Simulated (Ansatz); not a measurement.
# SrVO3 (Pm-3m): energies of magnetic orders

Which of a few magnetic orders of SrVO3 (Pm-3m) is lowest at one geometry?

Method: DFT PBE, scalar-relativistic, plane waves, PAW, in Ansatz 0.2.0.

## Step 1: The system as given

Symmetry: Pm-3m, No. 221, cubic system. The conventional cell has a = 3.858 Å, b = 3.858 Å, c = 3.858 Å, α = 90.00°, β = 90.00°, γ = 90.00°. Sr (site symmetry m-3m) has 12 O at 2.73 Å as nearest neighbours. Around V (site symmetry m-3m) lie 6 O at 1.93 Å. Around O (site symmetry 4/mmm) lie 2 V at 1.93 Å and 4 Sr at 2.73 Å.

As a file:

```cif
data_structure
_symmetry_space_group_name_H-M 'Pm-3m'
_symmetry_Int_Tables_number 221
_cell_length_a 3.8580
_cell_length_b 3.8580
_cell_length_c 3.8580
_cell_angle_alpha 90.000
_cell_angle_beta 90.000
_cell_angle_gamma 90.000
_cell_volume 57.42
loop_
_atom_site_label
_atom_site_type_symbol
_atom_site_symmetry_multiplicity
_atom_site_Wyckoff_symbol
_atom_site_fract_x
_atom_site_fract_y
_atom_site_fract_z
_atom_site_occupancy
Sr1 Sr 1 b 0.50000 0.50000 0.50000 1
V1 V 1 a 0.00000 0.00000 0.00000 1
O1 O 3 d 0.50000 0.00000 0.00000 1
```

This cell comes from an earlier session at PBE: 11.484 Å³/atom at 0.00 GPa, on a 8×8×8 mesh.

## Step 2: Ferromagnetic, larger cell

File input.yaml:

```yaml
crystal:
  lattice:
    - [0.0, 3.8579762213, 3.8579762213]
    - [3.8579762213, 0.0, 3.8579762213]
    - [3.8579762213, 3.8579762213, 0.0]
  atoms:
    - { symbol: Sr, position: [0.25, 0.25, 0.25] }
    - { symbol: V, position: [0.0, 0.0, 0.0], spin: 1.0 }
    - { symbol: O, position: [-0.25, 0.25, 0.25] }
    - { symbol: O, position: [0.25, -0.25, 0.25] }
    - { symbol: O, position: [0.25, 0.25, -0.25] }
    - { symbol: Sr, position: [0.75, 0.75, 0.75] }
    - { symbol: V, position: [0.5, 0.5, 0.5], spin: 1.0 }
    - { symbol: O, position: [0.25, 0.75, 0.75] }
    - { symbol: O, position: [0.75, 0.25, 0.75] }
    - { symbol: O, position: [0.75, 0.75, 0.25] }
basis:
  ecutwfc: 420
  ecutrho_ratio: 4
kpoints:
  mp_grid: { grid: [6, 6, 6] }
hamiltonian:
  xc: pbe
scf:
  occupations: { method: gaussian, width: 0.05 }
  lower_state_search: "off"
output:
  forces: true
  stress: true
  eigenvalues: true
  populations: true
magnetization:
  spin_polarized: true
```

Launch:

```sh
$ ansatz run input.yaml --threads 2 --pin off --max-ram 5120MiB --backend cpu --events-out ev --progress --plain --runs-dir out
```

## Step 3: Antiferromagnetic, propagation vector (1/2, 1/2, 1/2)

input.yaml, as its differences from that of step 2:

```diff
@@ -12,3 +12,3 @@
     - { symbol: Sr, position: [0.75, 0.75, 0.75] }
-    - { symbol: V, position: [0.5, 0.5, 0.5], spin: 1.0 }
+    - { symbol: V, position: [0.5, 0.5, 0.5], spin: -1.0 }
     - { symbol: O, position: [0.25, 0.75, 0.75] }
```

## Step 4: Ferromagnetic, larger cell

File input.yaml:

```yaml
crystal:
  lattice:
    - [0.0, 3.8579762213, 3.8579762213]
    - [0.0, -3.8579762213, 3.8579762213]
    - [3.8579762213, 0.0, 0.0]
  atoms:
    - { symbol: Sr, position: [0.5, 0.0, 0.5] }
    - { symbol: V, position: [0.0, 0.0, 0.0], spin: 1.0 }
    - { symbol: O, position: [0.0, 0.0, 0.5] }
    - { symbol: O, position: [0.25, -0.25, 0.0] }
    - { symbol: O, position: [0.25, 0.25, 0.0] }
    - { symbol: Sr, position: [1.0, 0.5, 0.5] }
    - { symbol: V, position: [0.5, 0.5, 0.0], spin: 1.0 }
    - { symbol: O, position: [0.5, 0.5, 0.5] }
    - { symbol: O, position: [0.75, 0.25, 0.0] }
    - { symbol: O, position: [0.75, 0.75, 0.0] }
basis:
  ecutwfc: 420
  ecutrho_ratio: 4
kpoints:
  mp_grid: { grid: [4, 4, 6] }
hamiltonian:
  xc: pbe
scf:
  occupations: { method: gaussian, width: 0.05 }
  lower_state_search: "off"
output:
  forces: true
  stress: true
  eigenvalues: true
  populations: true
magnetization:
  spin_polarized: true
```

## Step 5: Antiferromagnetic, propagation vector (0, 1/2, 1/2)

input.yaml, as its differences from that of step 4:

```diff
@@ -12,3 +12,3 @@
     - { symbol: Sr, position: [1.0, 0.5, 0.5] }
-    - { symbol: V, position: [0.5, 0.5, 0.0], spin: 1.0 }
+    - { symbol: V, position: [0.5, 0.5, 0.0], spin: -1.0 }
     - { symbol: O, position: [0.5, 0.5, 0.5] }
```

## Step 6: Ferromagnetic, larger cell

File input.yaml:

```yaml
crystal:
  lattice:
    - [3.8579762213, 0.0, 0.0]
    - [0.0, 3.8579762213, 0.0]
    - [0.0, 0.0, 7.7159524426]
  atoms:
    - { symbol: Sr, position: [0.5, 0.5, 0.25] }
    - { symbol: V, position: [0.0, 0.0, 0.0], spin: 1.0 }
    - { symbol: O, position: [0.5, 0.0, 0.0] }
    - { symbol: O, position: [0.0, 0.5, 0.0] }
    - { symbol: O, position: [0.0, 0.0, 0.25] }
    - { symbol: Sr, position: [0.5, 0.5, 0.75] }
    - { symbol: V, position: [0.0, 0.0, 0.5], spin: 1.0 }
    - { symbol: O, position: [0.5, 0.0, 0.5] }
    - { symbol: O, position: [0.0, 0.5, 0.5] }
    - { symbol: O, position: [0.0, 0.0, 0.75] }
basis:
  ecutwfc: 420
  ecutrho_ratio: 4
kpoints:
  mp_grid: { grid: [6, 6, 4] }
hamiltonian:
  xc: pbe
scf:
  occupations: { method: gaussian, width: 0.05 }
  lower_state_search: "off"
output:
  forces: true
  stress: true
  eigenvalues: true
  populations: true
magnetization:
  spin_polarized: true
```

## Step 7: Antiferromagnetic, propagation vector (0, 0, 1/2)

input.yaml, as its differences from that of step 6:

```diff
@@ -12,3 +12,3 @@
     - { symbol: Sr, position: [0.5, 0.5, 0.75] }
-    - { symbol: V, position: [0.0, 0.0, 0.5], spin: 1.0 }
+    - { symbol: V, position: [0.0, 0.0, 0.5], spin: -1.0 }
     - { symbol: O, position: [0.5, 0.0, 0.5] }
```

## Step 8: No spin polarisation

File input.yaml:

```yaml
crystal:
  lattice:
    - [3.8579762213, 0.0, 0.0]
    - [0.0, 3.8579762213, 0.0]
    - [0.0, 0.0, 3.8579762213]
  atoms:
    - { symbol: Sr, position: [0.5, 0.5, 0.5] }
    - { symbol: V, position: [0.0, 0.0, 0.0] }
    - { symbol: O, position: [0.5, 0.0, 0.0] }
    - { symbol: O, position: [0.0, 0.5, 0.0] }
    - { symbol: O, position: [0.0, 0.0, 0.5] }
basis:
  ecutwfc: 420
  ecutrho_ratio: 4
kpoints:
  mp_grid: { grid: [8, 8, 8] }
hamiltonian:
  xc: pbe
scf:
  occupations: { method: gaussian, width: 0.05 }
output:
  forces: true
  stress: true
  eigenvalues: true
```

(Steps that only read results are left out.)

Q: Predict the outcome of this session. Wanted: orders tried; lowest; next above it.

As calculated:

```
            quantity                               value
        orders tried                                   5
              lowest                       ferromagnetic
largest moment there                             0.12 μB
       next above it  no spin polarisation, 0.5 meV/atom
```

Of the orders that kept their pattern, the lowest is: ferromagnetic. The next lies 0.5 meV/atom higher, too close to settle here. Where the order wasn't kept, moments died or turned during the run, so that row belongs to another state than the one started. Only these orders were tried, at zero temperature; the one found in experiment may not be among them.
